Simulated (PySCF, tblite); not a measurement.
# C6H5OPS: geometry, infrared bands and NMR shifts

What infrared bands and NMR shifts should C6H5OPS (`C#Cc1coc(SC)p1`) show?

Computed with tblite 0.8.0 and PySCF 2.14.0, with density-fitted response routines of our own, on a single molecule in the gas phase. Atoms count from 0, in the outputs and in this text.

**1. The molecule as given**

14 atoms, charge 0, multiplicity 1; geometry from: force field or distance geometry start.

Bonds of the start (Å): C0–C1 1.21, C1–C2 1.41, C2–C3 1.39, C3–O4 1.36, O4–C5 1.38, C5–S6 1.74, S6–C7 1.81, C5–P8 1.86, P8–C2 1.85, C0–H9 1.05, C3–H10 1.09, C7–H11 1.08, C7–H12 1.10, C7–H13 1.09.

**2. Relaxing the molecule with GFN2-xTB**

The job: settings as JSON, then the geometry in Å.

```
{"job": {"kind": "relax", "xc": "GFN2-xTB", "basis": "xTB"}, "charge": 0, "multiplicity": 1}
C      4.334300     0.069900    -0.011400
C      3.121400     0.035600    -0.058600
C      1.711700    -0.021500    -0.088900
C      0.877100     0.258800     0.981900
O     -0.461900     0.146300     0.743700
C     -0.696900    -0.209000    -0.570400
S     -2.292600    -0.423700    -1.228600
C     -3.300600    -0.059400     0.228500
P      0.805100    -0.461000    -1.640700
H      5.385700     0.107000     0.021600
H      1.103200     0.529400     2.008400
H     -3.136300     0.955100     0.572700
H     -4.367900    -0.161700    -0.031400
H     -3.083200    -0.766300     1.031300
```

Launch:

```
OMP_NUM_THREADS=1 python probes_run.py task.json out
```

One launch serves the whole session: the jobs run in the order shown.

**Question.** This job is followed by: GFN2-xTB harmonic vibrations, gas phase; GIAO PBE0/pcSseg-1 NMR shielding, non-relativistic, gas phase. What will the session give for the following? strongest single infrared mode (GFN2-xTB); zero-point energy (GFN2-xTB); 13C shifts against TMS (PBE0/pcSseg-1); 1H shifts against TMS (PBE0/pcSseg-1, means over atoms taken as alike); 17O shifts against H2O (PBE0/pcSseg-1); 33S shifts against CS2 (PBE0/pcSseg-1); 31P shifts against H3PO4 (PBE0/pcSseg-1).

**Answer**, as computed:

| quantity | value |
| --- | --- |
| strongest single infrared mode (GFN2-xTB) | 1073 cm⁻¹, 72 km/mol |
| zero-point energy (GFN2-xTB) | 56.1 kcal/mol |
| 13C shifts against TMS (PBE0/pcSseg-1) | 204.2, 157.8, 131.8, 94.6, 80.0, 19.0 ppm |
| 1H shifts against TMS (PBE0/pcSseg-1, means over atoms taken as alike) | 8.12, 3.15, 2.64 ppm |
| 17O shifts against H2O (PBE0/pcSseg-1) | 339.7 ppm |
| 33S shifts against CS2 (PBE0/pcSseg-1) | 61 ppm |
| 31P shifts against H3PO4 (PBE0/pcSseg-1) | 123.7 ppm |

**Reading.** The optimisation took 45 steps and gained 0.424 eV; among the close pairs (by a distance rule), C5–P8 changed most, from 1.861 to 1.728 Å. No mode is imaginary among the 36: a minimum at this level. The strongest single mode, at 1073 cm⁻¹, moves mainly C5. Unscaled tight-binding wavenumbers are off by several per cent, some by more. Its intensities can rank the bands wrongly. At PBE0/pcSseg-1: The largest span, 575 ppm, is at S6, where the paramagnetic term is -612 ppm. NICS(1)zz of -21 ppm above the planar ring from C2 marks a diatropic (aromatic) ring current.
